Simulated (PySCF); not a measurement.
# Cl2H4N2Zr: NMR shieldings

What do calculations give for the NMR shieldings of Cl2H4N2Zr (`[NH2][Zr]([NH2])([Cl])[Cl]`)?

Programs: PySCF 2.14.0, with routines of our own; each step states its level. All values are computed. Atoms count from 0.

## 1. The system as given

9 atoms, charge 0, multiplicity 1; geometry from: GFN2-xTB.

## 2. Relaxing the molecule at PBE0-D3(BJ)/def2-SVP

What the job is given:

```
{"job": {"xc": "PBE0", "basis": "def2-SVP", "d3": "d3bj", "grid": 1, "maxiter": 30, "shake": 0.03, "kind": "geom"}, "charge": 0, "multiplicity": 1}
Zr    -0.496090    -0.057990    -0.352560
N     -0.525160    -0.027390     1.630750
H     -0.260140     0.751760     2.209930
H     -0.332350    -0.868050     2.177690
N      1.291870    -0.032230    -1.146890
H      1.925970    -0.799970    -1.097120
H      1.901120     0.821370    -1.249750
Cl    -1.595020     1.903560    -1.146830
Cl    -1.777450    -1.760500    -1.050890
```

The run is started by

```console
$ OMP_NUM_THREADS=1 python heavy_run.py task.json out
```

This one command runs all jobs of the session in turn.

Output:

```text
step   0  E = -1078.78331098  max force = 0.046940
step   1  E = -1078.79371579  max force = 0.011959
step   2  E = -1078.79695605  max force = 0.005049
step   3  E = -1078.79819164  max force = 0.007335
step   4  E = -1078.79877190  max force = 0.002628
step   5  E = -1078.79896525  max force = 0.001780
step   6  E = -1078.79910432  max force = 0.003470
step   7  E = -1078.79931077  max force = 0.003857
step   8  E = -1078.79978514  max force = 0.002985
step   9  E = -1078.80143660  max force = 0.005113
step  10  E = -1078.80275855  max force = 0.008974
step  11  E = -1078.80328209  max force = 0.004035
step  12  E = -1078.80351835  max force = 0.001499
step  13  E = -1078.80370216  max force = 0.003967
step  14  E = -1078.80394426  max force = 0.003015
step  15  E = -1078.80412697  max force = 0.001594
step  16  E = -1078.80431817  max force = 0.001561
step  17  E = -1078.80441359  max force = 0.001505
step  18  E = -1078.80448530  max force = 0.001255
step  19  E = -1078.80457104  max force = 0.001672
step  20  E = -1078.80473033  max force = 0.001456
step  21  E = -1078.80487559  max force = 0.000590
step  22  E = -1078.80494765  max force = 0.000442
step  23  E = -1078.80498764  max force = 0.000914
step  24  E = -1078.80502227  max force = 0.001021
step  25  E = -1078.80503157  max force = 0.000625
step  26  E = -1078.80502447  max force = 0.000465
step  27  E = -1078.80502524  max force = 0.000389
step  28  E = -1078.80502865  max force = 0.000160
step  29  E = -1078.80502923  max force = 0.000092
step  30  E = -1078.80502893  max force = 0.000110
optimisation converged
```

Wall time 3.6 min (1 thread of Arm Neoverse V1, shared host); peak memory 0.47 GiB.

Along the way:

```
step  energy from step 0 (eV)  largest force component (eV/Å)
   0                   0.0000                          2.4138
   1                  -0.2831                          0.6150
   2                  -0.3713                          0.2596
   3                  -0.4049                          0.3772
   4                  -0.4207                          0.1351
   5                  -0.4260                          0.0915
   6                  -0.4298                          0.1784
   7                  -0.4354                          0.1983
   8                  -0.4483                          0.1535
   9                  -0.4932                          0.2629
  10                  -0.5292                          0.4615
  11                  -0.5434                          0.2075
  12                  -0.5499                          0.0771
  13                  -0.5549                          0.2040
  14                  -0.5615                          0.1550
  15                  -0.5664                          0.0820
  16                  -0.5716                          0.0803
  17                  -0.5742                          0.0774
  18                  -0.5762                          0.0645
  19                  -0.5785                          0.0860
  20                  -0.5829                          0.0749
  21                  -0.5868                          0.0303
  22                  -0.5888                          0.0227
  23                  -0.5899                          0.0470
  24                  -0.5908                          0.0525
  25                  -0.5910                          0.0321
  26                  -0.5909                          0.0239
  27                  -0.5909                          0.0200
  28                  -0.5910                          0.0082
  29                  -0.5910                          0.0047
  30                  -0.5910                          0.0057
```

Close pairs (by a distance rule), those that changed most:

```
   bond  before (Å)  after (Å)  change (Å)
Zr0–Cl8       2.242      2.365      +0.122
 Zr0–N4       1.957      2.007      +0.051
  N4–H6       1.054      1.020      -0.034
  N4–H5       0.997      1.017      +0.020
 Zr0–N1       1.984      2.003      +0.019
Zr0–Cl7       2.385      2.366      -0.018
  N1–H2       1.006      1.019      +0.013
  N1–H3       1.021      1.019      -0.002
```

The end geometry stands in the next job.

```
                         at the end point                value
  point group (found at 0.08 Å tolerance)                   Cs
rotational constants (GHz, main isotopes)  2.073, 1.375, 1.176
                        dipole moment (D)                 3.58
```

## 3. NMR shieldings: PBE0/pcSseg-1 Zr:us-x2c-TZVPall-2c, spin–orbit

What the job is given:

```
{"job": {"kind": "hnmr", "xc": "PBE0", "basis": {"default": "pcSseg-1", "Zr": "us-x2c-TZVPall-2c"}, "rel": "so"}, "charge": 0, "multiplicity": 1}
Zr    -0.600052     0.134054    -0.152619
N      0.215657     0.222143     1.674884
H      0.611079     1.054236     2.110298
H      0.174332    -0.522777     2.369289
N      0.850562    -0.460432    -1.406000
H      1.820467    -0.689787    -1.206040
H      0.685872    -0.581265    -2.405422
Cl    -1.322343     2.280844    -0.837449
Cl    -2.302825    -1.506455    -0.172611
```

Level: PBE0/pcSseg-1 Zr:us-x2c-TZVPall-2c GIAO NMR shielding, X2C with spin-orbit coupling, screened-nuclear two-electron part, Gaussian nuclei, gas phase.

Output:

```text
spin-free SCF
coarse grid: 40968 points
cycle   1  E = -4632.6227118928  dE = -2.971e-02  |g| = 7.881e-01  |ddm| = 2.676e+01
cycle   2  E = -4632.2069058855  dE =  4.158e-01  |g| = 1.616e+00  |ddm| = 1.453e+00
cycle   3  E = -4632.7422022019  dE = -5.353e-01  |g| = 2.409e-01  |ddm| = 1.082e+00
cycle   4  E = -4632.7556210810  dE = -1.342e-02  |g| = 5.151e-02  |ddm| = 2.756e-01
cycle   5  E = -4632.7559444819  dE = -3.234e-04  |g| = 2.918e-02  |ddm| = 6.015e-02
cycle   6  E = -4632.7561537477  dE = -2.093e-04  |g| = 3.564e-03  |ddm| = 2.605e-02
cycle   7  E = -4632.7561565316  dE = -2.784e-06  |g| = 9.311e-04  |ddm| = 3.741e-03
final grid: 81368 points
cycle   8  E = -4632.7552579889  dE = -2.191e-07  |g| = 1.735e-03  |ddm| = 2.365e-03
cycle   9  E = -4632.7552567339  dE =  1.255e-06  |g| = 2.816e-03  |ddm| = 3.471e-03
cycle  10  E = -4632.7552585578  dE = -1.824e-06  |g| = 2.765e-04  |ddm| = 2.324e-03
cycle  11  E = -4632.7552585622  dE = -4.417e-09  |g| = 2.322e-04  |ddm| = 2.934e-04
cycle  12  E = -4632.7552585737  dE = -1.142e-08  |g| = 3.043e-05  |ddm| = 1.484e-04
cycle  13  E = -4632.7552585738  dE = -1.855e-10  |g| = 8.277e-06  |ddm| = 2.278e-05
converged SCF energy = -4632.7552585738
two-component SCF
cycle   1  E = -4632.5947053339  dE = -4.633e+03  |FDS-SDF| = 1.742e+01
cycle   2  E = -4632.9458732407  dE = -3.512e-01  |FDS-SDF| = 1.500e-01
cycle   3  E = -4632.9460285656  dE = -1.553e-04  |FDS-SDF| = 4.085e-03
cycle   4  E = -4632.9460313376  dE = -2.772e-06  |FDS-SDF| = 2.085e-03
cycle   5  E = -4632.9460317076  dE = -3.700e-07  |FDS-SDF| = 7.760e-04
cycle   6  E = -4632.9460318511  dE = -1.435e-07  |FDS-SDF| = 4.335e-04
cycle   7  E = -4632.9460319109  dE = -5.983e-08  |FDS-SDF| = 8.340e-05
cycle   8  E = -4632.9460319142  dE = -3.361e-09  |FDS-SDF| = 4.947e-05
converged, E = -4632.9460319142

Field gradients (au) and densities at the nuclei (bohr^-3)
atom        Vxx        Vyy        Vzz        centre      nuclear mean
  0 Zr     0.2143     0.4930    -0.7073      67656.561      67512.589
  1 N      0.0107     0.5804    -0.5910        185.792        185.792
  2 H     -0.1725    -0.2274     0.3999          0.360          0.360
  3 H     -0.1720    -0.2272     0.3992          0.360          0.360
  4 N      0.0181     0.5752    -0.5933        185.784        185.783
  5 H     -0.1775    -0.2290     0.4065          0.362          0.362
  6 H     -0.1687    -0.2279     0.3966          0.362          0.362
  7 Cl    -0.1719    -0.3879     0.5598       2817.056       2817.004
  8 Cl    -0.1685    -0.3915     0.5600       2817.056       2817.005
without picture change
  0 Zr                          -0.7170                    117510.160

Core orbital energies (eV)
atom   shell        mean    spread
  0 Zr 1s       -17874.200   0.000
  0 Zr 2s        -2495.444   0.000
  0 Zr 3s         -417.309   0.000
  0 Zr 4s          -58.503   0.000
  0 Zr 2p1/2     -2282.187   0.000
  0 Zr 2p3/2     -2196.491   0.010
  0 Zr 3p1/2      -337.584   0.000
  0 Zr 3p3/2      -323.736   0.027
  0 Zr 4p1/2       -36.518   0.000
  0 Zr 4p3/2       -34.742   0.072
  0 Zr 3d3/2      -183.268   0.025
  0 Zr 3d5/2      -180.801   0.032
  7 Cl 1s        -2776.898   0.000
  7 Cl 2s         -260.619   0.000
  7 Cl 3s          -22.473   0.000
  7 Cl 2p1/2      -198.454   0.000
  7 Cl 2p3/2      -196.778   0.038
  8 Cl 1s        -2776.903   0.000
  8 Cl 2s         -260.623   0.000
  8 Cl 3s          -22.481   0.000
  8 Cl 2p1/2      -198.458   0.000
  8 Cl 2p3/2      -196.782   0.038

vertical triplet (scalar unrestricted SCF): 4.751 eV

Shielding tensors (ppm)
atom      isotropic    diamagn.    paramagn.     s11        s22        s33       span
  0 Zr     1200.84     3542.59    -2341.75    1000.29    1220.19    1382.05     381.76
  1 N        72.16      321.89     -249.74    -174.87     137.08     254.26     429.13
  2 H        25.83       30.18       -4.36      20.48      25.76      31.25      10.77
  3 H        25.77       30.16       -4.40      20.52      25.71      31.08      10.56
  4 N        75.71      320.74     -245.04    -179.80     166.54     240.38     420.18
  5 H        25.74       30.47       -4.74      20.35      24.57      32.29      11.94
  6 H        25.85       29.68       -3.83      20.74      26.45      30.37       9.62
  7 Cl      517.67     1124.86     -607.20     184.56     381.76     986.68     802.12
  8 Cl      517.03     1124.88     -607.85     181.29     383.61     986.20     804.91
```

It took 3.2 min on 1 thread of Arm Neoverse V1, shared host; peak memory 1.4 GiB.

In short:

```
                       quantity       value
energy from spin-orbit coupling  -0.1908 Eh
```

The fields below are evaluated on a grid from the run's orbitals.

Frontier orbitals at PBE0/us-x2c-TZVPall-2c+pcSseg-1, with the share of their density that lies nearest to each atom:

```
orbital  energy (eV)                                                  lies on
   HOMO        -7.89  N4 62 %; Cl7, Cl8 about 9 % each; H5, H6 about 8 % each
   LUMO        -1.52                Zr0 66 %; Cl7, Cl8 about 8 % each; N1 6 %
```

ELF in a plane through or near 5 of the atoms.

Ten even steps from ' ' (0.00) to '@' (0.99):
```
                                                        
                                                        
                                                        
                                                        
                **%%%%--                                
              --@@@@@@##::    ..----::..                
              ::%%@@@@##::    **##**==::..              
          --====##%%%%**--  ..##%%%%##++--..            
        --%%@@@@##::::##==  ..##@@##--**++::            
        ++@@@@@@%%++####--------##==--++++--            
        ..%%@@%%++====--**==--++::%%%%%%++--..          
          ..::::..    **++==##**====%%%%**==..          
                      ++%%++++##--..==++==::            
                        ::--==::                        
                                                        
                                                        
                                                        
                                                        
                                                        
                                                        
```
The map spans 10.3 Å across and 9.1 Å up, centred on the molecule. Atoms in the plane (x, y in Å): Zr0 (0.0, -0.6), N1 (1.6, 0.4), N4 (-1.6, 0.6), H5 (-1.6, 1.7), H6 (-2.5, 0.3).

log10 of the density (e/Å³) in the same plane.

Ten even steps from '0' (-4.0) to '9' (2.4):
```
0000000000000000000000000000
0000000000000000000000000000
0000000000000000000000000000
0000000112211000010000000000
0000001233332111222211000000
0000012345543222333322100000
0000123456654334444443210000
0001234566655444566554321000
0002345668765445677655321000
0002346667765555678655321000
0001234555566886666554321000
0000123344467997655443211000
0000012233456776544433210000
0000001123345555433322100000
0000000122344444332211000000
0000000112333333322100000000
0000000011233333221100000000
0000000001122222110000000000
0000000000001110000000000000
0000000000000000000000000000
```
The map spans 10.3 Å across and 9.1 Å up, centred on the molecule. Atoms in the plane (x, y in Å): Zr0 (0.0, -0.6), N1 (1.6, 0.4), N4 (-1.6, 0.6), H5 (-1.6, 1.7), H6 (-2.5, 0.3).

On the surface of density 0.002 e/bohr³ the electrostatic potential runs, from the 1st to the 99th percentile, from -0.72 V near Cl7 to 2.16 V near Zr0.

## 4. NMR shieldings: PBE0/pcSseg-1 Zr:us-x2c-TZVPall-2c, spin-free

The job, as its differences from that of step 3:

```diff
@@ -1,2 +1,2 @@
-{"job": {"kind": "hnmr", "xc": "PBE0", "basis": {"default": "pcSseg-1", "Zr": "us-x2c-TZVPall-2c"}, "rel": "so"}, "charge": 0, "multiplicity": 1}
+{"job": {"kind": "hnmr", "xc": "PBE0", "basis": {"default": "pcSseg-1", "Zr": "us-x2c-TZVPall-2c"}, "rel": "sf"}, "charge": 0, "multiplicity": 1}
 Zr    -0.600052     0.134054    -0.152619
```

Level: PBE0/pcSseg-1 Zr:us-x2c-TZVPall-2c GIAO NMR shielding, spin-free X2C, Gaussian nuclei, gas phase.

Output:

```text
spin-free SCF
coarse grid: 40968 points
cycle   1  E = -4632.6227118928  dE = -2.971e-02  |g| = 7.881e-01  |ddm| = 2.676e+01
cycle   2  E = -4632.2069058855  dE =  4.158e-01  |g| = 1.616e+00  |ddm| = 1.453e+00
cycle   3  E = -4632.7422022019  dE = -5.353e-01  |g| = 2.409e-01  |ddm| = 1.082e+00
cycle   4  E = -4632.7556210810  dE = -1.342e-02  |g| = 5.151e-02  |ddm| = 2.756e-01
cycle   5  E = -4632.7559444819  dE = -3.234e-04  |g| = 2.918e-02  |ddm| = 6.015e-02
cycle   6  E = -4632.7561537477  dE = -2.093e-04  |g| = 3.564e-03  |ddm| = 2.605e-02
cycle   7  E = -4632.7561565316  dE = -2.784e-06  |g| = 9.311e-04  |ddm| = 3.741e-03
final grid: 81368 points
cycle   8  E = -4632.7552579889  dE = -2.191e-07  |g| = 1.735e-03  |ddm| = 2.365e-03
cycle   9  E = -4632.7552567339  dE =  1.255e-06  |g| = 2.816e-03  |ddm| = 3.471e-03
cycle  10  E = -4632.7552585578  dE = -1.824e-06  |g| = 2.765e-04  |ddm| = 2.324e-03
cycle  11  E = -4632.7552585622  dE = -4.417e-09  |g| = 2.322e-04  |ddm| = 2.934e-04
cycle  12  E = -4632.7552585737  dE = -1.142e-08  |g| = 3.043e-05  |ddm| = 1.484e-04
cycle  13  E = -4632.7552585738  dE = -1.855e-10  |g| = 8.277e-06  |ddm| = 2.278e-05
converged SCF energy = -4632.7552585738
check of the scalar solution
cycle   1  E = -4632.7552585739  dE = -4.633e+03  |FDS-SDF| = 1.437e+00
cycle   2  E = -4632.7554276890  dE = -1.691e-04  |FDS-SDF| = 8.726e-04
cycle   3  E = -4632.7554276891  dE = -8.640e-11  |FDS-SDF| = 3.522e-05
converged, E = -4632.7554276891

Field gradients (au) and densities at the nuclei (bohr^-3)
atom        Vxx        Vyy        Vzz        centre      nuclear mean
  0 Zr     0.2142     0.4926    -0.7068      67640.748      67496.777
  1 N      0.0105     0.5804    -0.5909        185.792        185.792
  2 H     -0.1725    -0.2274     0.3999          0.360          0.360
  3 H     -0.1720    -0.2272     0.3992          0.360          0.360
  4 N      0.0180     0.5753    -0.5932        185.784        185.784
  5 H     -0.1775    -0.2290     0.4065          0.362          0.362
  6 H     -0.1687    -0.2279     0.3966          0.362          0.362
  7 Cl    -0.1714    -0.3875     0.5590       2817.072       2817.020
  8 Cl    -0.1681    -0.3911     0.5592       2817.072       2817.021
without picture change
  0 Zr                          -0.7172                    117511.990

Core orbital energies (eV)
atom   shell        mean    spread
  0 Zr 1s       -17874.647   0.000
  0 Zr 2s        -2495.529   0.000
  0 Zr 3s         -417.328   0.000
  0 Zr 4s          -58.507   0.000
  0 Zr 2p        -2224.430   0.016
  0 Zr 3p         -328.252   0.045
  0 Zr 4p          -35.321   0.124
  0 Zr 3d         -181.794   0.035
  7 Cl 1s        -2776.897   0.000
  7 Cl 2s         -260.618   0.000
  7 Cl 3s          -22.473   0.000
  7 Cl 2p         -197.335   0.063
  8 Cl 1s        -2776.901   0.000
  8 Cl 2s         -260.622   0.000
  8 Cl 3s          -22.480   0.000
  8 Cl 2p         -197.340   0.062

Shielding tensors (ppm)
atom      isotropic    diamagn.    paramagn.     s11        s22        s33       span
  0 Zr      824.96     3759.93    -2934.97     625.15     848.87    1000.86     375.71
  1 N        82.06      321.60     -239.54    -163.32     154.36     255.14     418.46
  2 H        25.79       30.19       -4.40      20.62      25.76      30.98      10.36
  3 H        25.73       30.17       -4.44      20.66      25.71      30.80      10.14
  4 N        84.68      320.48     -235.80    -167.62     180.44     241.22     408.84
  5 H        25.79       30.48       -4.69      20.61      24.75      32.02      11.40
  6 H        25.76       29.69       -3.93      20.80      26.37      30.10       9.29
  7 Cl      531.48     1142.48     -611.00     197.30     396.67    1000.47     803.17
  8 Cl      530.81     1142.50     -611.68     193.91     398.52    1000.01     806.10
```

Run time: 46 s. Hardware: 1 thread of Arm Neoverse V1, shared host; peak memory 1.1 GiB.

## 5. Shieldings side by side

```
                                                   run     Zr0    Cl7    Cl8    N1    N4    H6    H5     time
step 3, PBE0/pcSseg-1 Zr:us-x2c-TZVPall-2c, spin–orbit  1200.8  517.7  517.0  72.2  75.7  25.9  25.7  3.2 min
 step 4, PBE0/pcSseg-1 Zr:us-x2c-TZVPall-2c, spin-free   825.0  531.5  530.8  82.1  84.7  25.8  25.8     46 s
```

## 6. What came out

```
                                                                                quantity                                                   value
                                                                             point group                                                      Cs
                                                    rotational constants (main isotopes)                                    2.07, 1.37, 1.18 GHz
energy from spin-orbit coupling (step 3, PBE0/pcSseg-1 Zr:us-x2c-TZVPall-2c, spin–orbit)                                              -0.1908 Eh
                     shieldings (step 3, PBE0/pcSseg-1 Zr:us-x2c-TZVPall-2c, spin–orbit)  Zr0 1200.8, N1 72.2, N4 75.7, Cl7 517.7, Cl8 517.0 ppm
                                                   surface potential, 1st and 99th percentile                                      -0.72 V and 2.16 V
                      shieldings (step 4, PBE0/pcSseg-1 Zr:us-x2c-TZVPall-2c, spin-free)   Zr0 825.0, N1 82.1, N4 84.7, Cl7 531.5, Cl8 530.8 ppm
```

What this shows: The start was shaken at random, so part of the energy gained undoes that. The optimisation took 30 steps and gained 0.591 eV; among the close pairs (by a distance rule), Zr0–Cl8 changed most, from 2.242 to 2.365 Å. A contracted two-component basis is stiff near heavy nuclei, so the absolute shieldings of the heavy atoms from it are rough. By nearest atom (PBE0/us-x2c-TZVPall-2c+pcSseg-1), the HOMO sits on N4 62 %; Cl7, Cl8 about 9 % each and the LUMO on Zr0 66 %; Cl7, Cl8 about 8 % each. Zr0 moves most between the runs, by 376 ppm; the labels say what changes from run to run.
